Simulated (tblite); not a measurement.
# C6H10FPS: the cost of one run

Computed with tblite 0.8.0 and PySCF 2.14.0, with density-fitted response routines of our own, on a single molecule, in the gas phase or a continuum. Atoms count from 0, in the outputs and in this text.

## (1) The starting structure

19 atoms, charge 0, multiplicity 1; geometry from: force field or distance geometry start.

Bonds of the start (Å): C0–C1 1.49, C1–P2 1.78, P2–S3 1.72, P2–C4 1.82, C4–C5 1.32, C5–F6 1.39, C5–C7 1.44, C7–C8 1.48, C8–P2 1.82, C0–H9 1.12, C0–H10 1.12, C0–H11 1.10, C1–H12 1.15, C1–H13 1.12, C4–H14 1.08, C7–H15 1.14, C7–H16 1.11, C8–H17 1.12, C8–H18 1.11.

## (2) Geometry optimisation with GFN2-xTB

What the job is given:

```
{"job": {"kind": "relax", "xc": "GFN2-xTB", "basis": "xTB"}, "charge": 0, "multiplicity": 1}
C      1.951300     0.955200    -0.041700
C      1.763700    -0.487000     0.269300
P      0.107200    -1.121100     0.178800
S      0.054300    -2.837100     0.238000
C     -1.013400    -0.398000     1.418300
C     -1.832000     0.439900     0.805500
F     -2.789200     1.141400     1.519900
C     -1.636100     0.577400    -0.611800
C     -0.843800    -0.505800    -1.242900
H      2.404300     1.477100     0.840900
H      2.736400     1.029400    -0.839000
H      1.039500     1.502900    -0.313800
H      2.174800    -0.626600     1.332500
H      2.481700    -1.070300    -0.360800
H     -0.991900    -0.625100     2.476600
H     -2.676300     0.508000    -1.064200
H     -1.265400     1.561100    -0.956500
H     -1.481100    -1.355200    -1.590800
H     -0.193800    -0.156800    -2.065700
```

Launch:

```sh
> OMP_NUM_THREADS=1 python probes_run.py task.json out
```

The driver reads the jobs from task.json and runs them one after another.

**Question.** How long does this first job take on 1 thread of Arm Neoverse V1, shared host, and how much memory does it need?

About 1.7 s, with a peak of 0.18 GiB.
